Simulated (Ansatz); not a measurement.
# Hf3B5: the cost of one run

Computed with Ansatz 0.2.0 (DFT PBE, scalar-relativistic, plane waves, PAW, unless a step's input says otherwise).

**1. The system as given**

The structure is cubic, space group Im-3m (No. 229). The conventional cell has a = 5.734 Å, b = 5.734 Å, c = 5.734 Å, α = 90.00°, β = 90.00°, γ = 90.00°. Hf (site symmetry 4/mmm) is surrounded by 8 B at 2.48 Å. Around B (site symmetry m-3m) lie 8 B at 2.48 Å. B (site symmetry -3m) has 6 Hf at 2.48 Å and 2 B at 2.48 Å as nearest neighbours.

As a file:

```
CELL_PARAMETERS angstrom
-2.86693 2.86693 2.86693
2.86693 -2.86693 2.86693
2.86693 2.86693 -2.86693
ATOMIC_POSITIONS crystal
Hf 0.00000 0.50000 0.50000
Hf 0.50000 0.50000 0.00000
Hf 0.50000 0.00000 0.50000
B 0.00000 0.00000 0.00000
B 0.00000 0.00000 0.50000
B 0.00000 0.50000 0.00000
B 0.50000 0.00000 0.00000
B 0.50000 0.50000 0.50000
```

Recipe of the guess: species swapped into a database cell of Fe5Co3 (Im-3m, No. 229), with B on the Fe sites and Hf on the Co sites. Its size is a rough estimate.

**2. Probe: one point on a coarse mesh**

File input.yaml:

```yaml
crystal:
  lattice:
    - [-2.86693098, 2.86693098, 2.86693098]
    - [2.86693098, -2.86693098, 2.86693098]
    - [2.86693098, 2.86693098, -2.86693098]
  atoms:
    - { symbol: Hf, position: [0.0, 0.5, 0.5] }
    - { symbol: Hf, position: [0.5, 0.5, 0.0] }
    - { symbol: Hf, position: [0.5, 0.0, 0.5] }
    - { symbol: B, position: [0.0, 0.0, 0.0] }
    - { symbol: B, position: [0.0, 0.0, 0.5] }
    - { symbol: B, position: [0.0, 0.5, 0.0] }
    - { symbol: B, position: [0.5, 0.0, 0.0] }
    - { symbol: B, position: [0.5, 0.5, 0.5] }
basis:
  ecutwfc: 420
kpoints:
  mp_grid: { grid: [4, 4, 4] }
hamiltonian:
  xc: pbe
scf:
  occupations: { method: gaussian, width: 0.1 }
  lower_state_search: "off"
output:
  forces: true
  stress: true
  eigenvalues: true
```

Launch:

```
$ ansatz run input.yaml --threads 1 --pin off --max-ram 2048MiB --backend cpu --events-out ev --progress --plain --runs-dir out
```

What time and memory should one allow on 1 thread of Arm Neoverse V2, shared host?

About 2.4 s, with a peak of 0.36 GiB.
